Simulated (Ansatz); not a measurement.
# CrIr: the cost of one run

Program: Ansatz 0.2.0. Level of theory: DFT, r2SCAN, PAW with Ansatz's default frozen-core files, scalar-relativistic. These are calculated values, not measurements.

### 1 The starting structure

The structure is hexagonal, space group P-6m2 (No. 187). Conventional cell: a = 2.668 Å, b = 2.668 Å, c = 4.200 Å, α = 90.00°, β = 90.00°, γ = 120.00°. Cr (site symmetry -6m2) has 6 Ir at 2.60 Å and 6 Cr at 2.67 Å as nearest neighbours. Ir (site symmetry -6m2) is surrounded by 6 Cr at 2.60 Å and 6 Ir at 2.67 Å.

Structure file:

```
CELL_PARAMETERS angstrom
2.66753 0.00000 0.00000
-1.33377 2.31015 0.00000
0.00000 0.00000 4.19974
ATOMIC_POSITIONS crystal
Cr 0.66667 0.33333 0.00000
Ir 0.33333 0.66667 0.50000
```

Atoms are numbered in the order of the input: Cr1, Ir2.

### 2 Free moments from the typed start, PAW

File input.yaml:

```yaml
crystal:
  lattice:
    - [2.6675331477, 0.0, 0.0]
    - [-1.3337665739, 2.3101514714, 0.0]
    - [0.0, 0.0, 4.19974315]
  atoms:
    - { symbol: Cr, position: [0.6666666667, 0.3333333333, 0.0], spin: 3.0 }
    - { symbol: Ir, position: [0.3333333333, 0.6666666667, 0.5], spin: 0.8 }
magnetization:
  spin_polarized: true
kpoints:
  mp_grid: { grid: [16, 16, 9] }
scf:
  occupations: { method: fermi_dirac, width: 0.1 }
  lower_state_search: "off"
hamiltonian:
  xc: r2scan
  pseudopotentials: { kind: paw }
output:
  forces: true
  stress: true
  eigenvalues: true
  populations: true
```

Command:

```console
$ ansatz run input.yaml --threads 1 --pin off --max-ram 3072MiB --backend cpu --events-out ev --progress --plain --runs-dir out
```

Q: Estimate wall time and peak memory on 1 thread of Intel Xeon 6975P-C (Granite Rapids), shared host.

About 64 s, with a peak of 0.6 GiB.
